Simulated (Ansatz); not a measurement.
## C3H5AlO, SMILES CC#C[O][AlH2]: a rigid torsion scan

Run with the Ansatz DFT code, driven from Python.

`torsion_c3h5alo.py`
```python
"""Energy of C3H5AlO as one group turns about a bond."""

import ansatz as az
from ase import Atoms


def main() -> None:
    atoms = Atoms(["C", "C", "C", "O", "Al", "H", "H", "H", "H", "H"], positions=[
        [-1.4642, -1.82, 0.4186],
        [-0.3762, -0.9639, -0.0154],
        [0.5341, -0.2877, -0.3753],
        [1.7052, 0.4815, -0.7583],
        [1.6646, 2.2834, -0.4063],
        [-1.5916, -1.741, 1.512],
        [-2.4167, -1.3636, -0.0329],
        [-1.3295, -2.8031, 0.057],
        [0.4466, 2.9855, 0.4299],
        [2.9108, 3.1778, -0.8264],
    ])

    # start the scan from a relaxed geometry
    first = (
        az.Crystal.molecule_from_ase(atoms).calculation()
        .basis(gaussian="cc-pVDZ")  # atom-centred Gaussian functions
        .functional("pbe")
        .scf(lower_state_search="standard")
        .relax(force_tolerance=0.02, max_steps=80)
    )
    atoms.positions = first.run().report["positions_ang"]

    start = atoms.get_dihedral(2, 3, 4, 8)
    energies = {}
    for turn in range(0, 360, 40):
        turned = atoms.copy()
        turned.set_dihedral(2, 3, 4, 8, start + turn, indices=[4, 8, 9])
        calc = (
            az.Crystal.molecule_from_ase(turned).calculation()
            .basis(gaussian="cc-pVDZ")  # atom-centred Gaussian functions
            .functional("pbe")
            .scf(lower_state_search="standard")
        )
        energies[round((start + turn) % 360)] = calc.run().report["free_energy_ev"]
    floor = min(energies.values())
    print("dihedral C2-O3-Al4-H8 (deg)   E - E(min) (kcal/mol)")
    for angle, e in sorted(energies.items()):
        print(f"{angle:8d} {23.060548 * (e - floor):14.3f}  " + "#" * int(30 * (e - floor) / max(max(energies.values()) - floor, 1e-9)))


if __name__ == "__main__":
    main()
```

```console
$ python torsion_c3h5alo.py
dihedral C2-O3-Al4-H8 (deg)   E - E(min) (kcal/mol)
       0          0.000
      40          1.680  ###########
      80          4.236  ##############################
     120          3.487  ########################
     160          1.061  #######
     200          1.074  #######
     240          3.506  ########################
     280          4.227  #############################
     320          1.659  ###########
```

Notes:
- The settings weren't tested for convergence.
- The scan is rigid and the energies are electronic, in a modest basis. With rigid groups the curve can differ much from the relaxed path, the start wasn't checked as a minimum of this torsion, and equivalent turns needn't return to the same energy.
- Finished in 30 s on 1 thread of Intel(R) Xeon(R) Processor @ 2.30GHz (shared host), peak memory 0.25 GiB.
